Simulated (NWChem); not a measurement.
# U-r2SCAN/6-31G(d) (spherical functions) run of triplet BBr2Cl

Aim: the energy of triplet BBr2Cl. 

The calculation is run with NWChem 7.3.0.

11 further runs of the same task are left out: 7 that didn't finish, 4 set aside as unsound or not needed.

**1. The system as given**

The species is BBr2Cl (4 atoms), meant as a triplet with charge 0. SMILES of the parent species: `ClB(Br)Br`. Geometry: relaxed at PBE0-D4/def2-TZVP. That shape belongs to the parent species and isn't relaxed for this state.

Bond lengths: Cl1–B2 1.732 Å, B2–Br3 1.899 Å, B2–Br4 1.899 Å. Angles: Cl1–B2–Br3 120.0°, Cl1–B2–Br4 120.0°, Br3–B2–Br4 119.9°.

**2. A single-point energy at U-r2SCAN/6-31G(d) (spherical functions)**

Input file nw.nw:

```
echo
start nw
memory 2200 mb

geometry noautosym nocenter noautoz
 Cl    -0.203300    -1.644940     0.633550
 B     -0.004820    -0.039040     0.015030
 Br     1.283490     1.123730     0.785650
 Br    -1.075360     0.560270    -1.434250
end

basis spherical bse
 * library 6-31G*
end

dft
 xc r2scan
 mult 3
 grid fine
 convergence energy 1e-08
 iterations 100
 mulliken
 noprint "final vectors analysis"
end

task dft energy
```

Started as:

```bash
$ nwchem nw.nw > nw.out
```

**Question.** What will come out? Wanted: total energy; dipole moment; ⟨S²⟩.

**Answer.** As computed:

Level: U-r2SCAN/6-31G* (spherical functions).

| quantity | value |
| --- | --- |
| total energy | -5632.57799 Eh |
| dipole moment | 0.84 D |
| ⟨S²⟩ | 2.008 |

The run may have ended on a state above the lowest. The SCF solution is unstable: a lower one exists. Mulliken charges run from -0.17 on B2 to +0.09 on Br3.
